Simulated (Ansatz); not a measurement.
**C₆H₁₈GeN₂: up Jacob's ladder to CCSD(T)**

The task here is to estimate one member of a computed series from the others.

Program: Ansatz 0.2.0, Gaussian basis. Level of theory: functionals in def2-TZVPP, the program's frozen cores in correlated methods. These are calculated values, not measurements.

Levels to be run: LDA (SPW92), PBE-D4, revPBE-D4, BLYP-D4, r2SCAN-D4, B97M-V, PBE0-D4, B3LYP-D4, r2SCANh-D4, r2SCAN0-D4, HSE06-D4, BHLYP-D4, CAM-B3LYP-D4, LC-ωPBE, ωB97X-V, ωB97M-V, B2PLYP, PBE-QIDH; CCSD(T)/def2-SVP; CCSD(T)/def2-TZVPP; MP2/def2-QZVPP; extrapolation to the limit; RPA on PBE.

**Structure used throughout**

All runs share one geometry, relaxed beforehand with PBE0-D4 in a triple-zeta def2 set.

27 atoms, charge 0, spin multiplicity 1.

Atoms are counted from 1 here; the program's logs count them from 0.

Bond lengths: C1–N2 1.439 Å, C1–H10 1.092 Å, C1–H11 1.098 Å, C1–H12 1.104 Å, N2–C3 1.442 Å, N2–Ge4 1.842 Å, C3–H13 1.092 Å, C3–H14 1.098 Å, C3–H15 1.104 Å, Ge4–C5 1.954 Å, Ge4–C6 1.954 Å, Ge4–N7 1.842 Å, C5–H16 1.091 Å, C5–H17 1.092 Å, C5–H18 1.091 Å, C6–H19 1.092 Å, C6–H20 1.091 Å, C6–H21 1.091 Å and more. Angles: N2–C1–H10 110.9°, N2–C1–H11 110.3°, N2–C1–H12 113.5°, H10–C1–H11 107.3°, H10–C1–H12 107.8°, H11–C1–H12 106.8°, C1–N2–C3 112.8°, C1–N2–Ge4 119.7°, C3–N2–Ge4 117.3°, N2–C3–H13 110.1°, N2–C3–H14 110.4°, N2–C3–H15 113.2°, H13–C3–H14 107.8°, H13–C3–H15 108.2°, H14–C3–H15 107.0°, N2–Ge4–C5 107.4°, N2–Ge4–C6 113.6°, N2–Ge4–N7 102.9° and more.

As a file:

```tsv
atom	x (Å)	y (Å)	z (Å)
C1	-1.68876	-0.75060	-2.05705
N2	-0.85535	-0.93551	-0.89856
C3	-1.24819	-2.07133	-0.10215
Ge4	-0.19065	0.53373	-0.00745
C5	0.30760	1.85963	-1.35382
C6	-1.42800	1.27689	1.30999
N7	1.24645	-0.15937	0.91392
C8	1.76405	0.54053	2.05983
C9	2.27682	-0.80899	0.14256
H10	-1.34332	0.09629	-2.65375
H11	-1.64988	-1.63982	-2.70013
H12	-2.75166	-0.57967	-1.81159
H13	-0.58439	-2.17249	0.75926
H14	-1.17581	-2.99494	-0.69147
H15	-2.28565	-2.00444	0.26833
H16	-0.57116	2.32777	-1.80067
H17	0.90750	2.64190	-0.88448
H18	0.90038	1.39740	-2.14470
H19	-2.38348	1.49039	0.82669
H20	-1.60096	0.56344	2.11721
H21	-1.04854	2.20660	1.73744
H22	2.48038	1.33981	1.80055
H23	2.29156	-0.15575	2.72520
H24	0.95511	0.99165	2.63836
H25	2.80061	-1.55445	0.75536
H26	1.83481	-1.32921	-0.71001
H27	3.04051	-0.10945	-0.23885
```

Set-up of the first run:

Contents of in.yaml:

```yaml
crystal:
  periodic: [false, false, false]
  atoms:
    - {symbol: C, position_ang: [-1.688763, -0.750595, -2.057049]}
    - {symbol: N, position_ang: [-0.855352, -0.935509, -0.898557]}
    - {symbol: C, position_ang: [-1.248193, -2.071331, -0.102153]}
    - {symbol: Ge, position_ang: [-0.190648, 0.533726, -0.007452]}
    - {symbol: C, position_ang: [0.307604, 1.859630, -1.353819]}
    - {symbol: C, position_ang: [-1.428000, 1.276895, 1.309986]}
    - {symbol: N, position_ang: [1.246449, -0.159370, 0.913921]}
    - {symbol: C, position_ang: [1.764051, 0.540525, 2.059832]}
    - {symbol: C, position_ang: [2.276822, -0.808994, 0.142562]}
    - {symbol: H, position_ang: [-1.343315, 0.096291, -2.653747]}
    - {symbol: H, position_ang: [-1.649878, -1.639818, -2.700135]}
    - {symbol: H, position_ang: [-2.751656, -0.579674, -1.811587]}
    - {symbol: H, position_ang: [-0.584391, -2.172488, 0.759255]}
    - {symbol: H, position_ang: [-1.175809, -2.994938, -0.691467]}
    - {symbol: H, position_ang: [-2.285650, -2.004441, 0.268335]}
    - {symbol: H, position_ang: [-0.571157, 2.327772, -1.800674]}
    - {symbol: H, position_ang: [0.907497, 2.641903, -0.884476]}
    - {symbol: H, position_ang: [0.900385, 1.397398, -2.144701]}
    - {symbol: H, position_ang: [-2.383483, 1.490392, 0.826685]}
    - {symbol: H, position_ang: [-1.600959, 0.563438, 2.117208]}
    - {symbol: H, position_ang: [-1.048538, 2.206600, 1.737436]}
    - {symbol: H, position_ang: [2.480382, 1.339806, 1.800548]}
    - {symbol: H, position_ang: [2.291562, -0.155754, 2.725201]}
    - {symbol: H, position_ang: [0.955107, 0.991655, 2.638356]}
    - {symbol: H, position_ang: [2.800607, -1.554455, 0.755357]}
    - {symbol: H, position_ang: [1.834809, -1.329213, -0.710014]}
    - {symbol: H, position_ang: [3.040507, -0.109450, -0.238852]}
basis:
  gaussian: {orbitals: def2-TZVPP}
hamiltonian: {xc: lda}
output: {orbitals: {seedname: orbitals}}
```

The run is started by

```
$ ansatz run in.yaml --threads 4 --pin off --events-out ev --progress --plain --max-ram 46080MiB --backend cuda --devices 0, --max-vram 37GiB
```

Steps of the session up to this table: LDA; PBE-D4 (GGA); revPBE-D4 (GGA); BLYP-D4 (GGA); r2SCAN-D4 (meta-GGA); B97M-V (meta-GGA); PBE0-D4 (hybrid); B3LYP-D4 (hybrid); r2SCANh-D4 (hybrid); r2SCAN0-D4 (hybrid); HSE06-D4 (hybrid); BHLYP-D4 (hybrid); CAM-B3LYP-D4 (range-separated); LC-ωPBE (range-separated); ωB97X-V (range-separated); ωB97M-V (range-separated); B2PLYP (double hybrid); PBE-QIDH (double hybrid).

One of the session's tables, all rows but one given; the rest of the session is left out.

It belongs to the step «Orbital energies across the functionals». 

| functional | HOMO (eV) | LUMO (eV) | gap (eV) |
| --- | --- | --- | --- |
| LDA (SPW92) | -4.64 | -0.22 | 4.42 |
| PBE-D4 | -4.53 | -0.03 | 4.50 |
| revPBE-D4 | -4.48 | 0.09 | 4.56 |
| BLYP-D4 | ? | ? | ? |
| r2SCAN-D4 | -4.75 | 0.64 | 5.38 |
| B97M-V | -4.93 | 0.03 | 4.96 |
| PBE0-D4 | -5.83 | 0.75 | 6.57 |
| B3LYP-D4 | -5.62 | 0.43 | 6.05 |
| r2SCANh-D4 | -5.24 | 0.86 | 6.10 |
| r2SCAN0-D4 | -5.99 | 1.18 | 7.17 |
| HSE06-D4 | -5.43 | 0.38 | 5.81 |
| BHLYP-D4 | -7.09 | 1.33 | 8.41 |
| CAM-B3LYP-D4 | -7.19 | 1.49 | 8.69 |
| LC-ωPBE | -8.50 | 2.80 | 11.30 |
| ωB97X-V | -8.20 | 2.52 | 10.72 |
| ωB97M-V | -8.14 | 2.11 | 10.24 |

Estimate the missing values for BLYP-D4.

Worked estimate for «HOMO (eV)». Against the share of exact exchange, B3LYP-D4 (0.2, -5.62), BHLYP-D4 (0.5, -7.09) give a slope of -4.90 per unit share; at 0 the line stands at -4.64.

As computed: HOMO (eV): -4.42; LUMO (eV): -0.01; gap (eV): 4.41. In «HOMO (eV)» the line misses by -0.22.
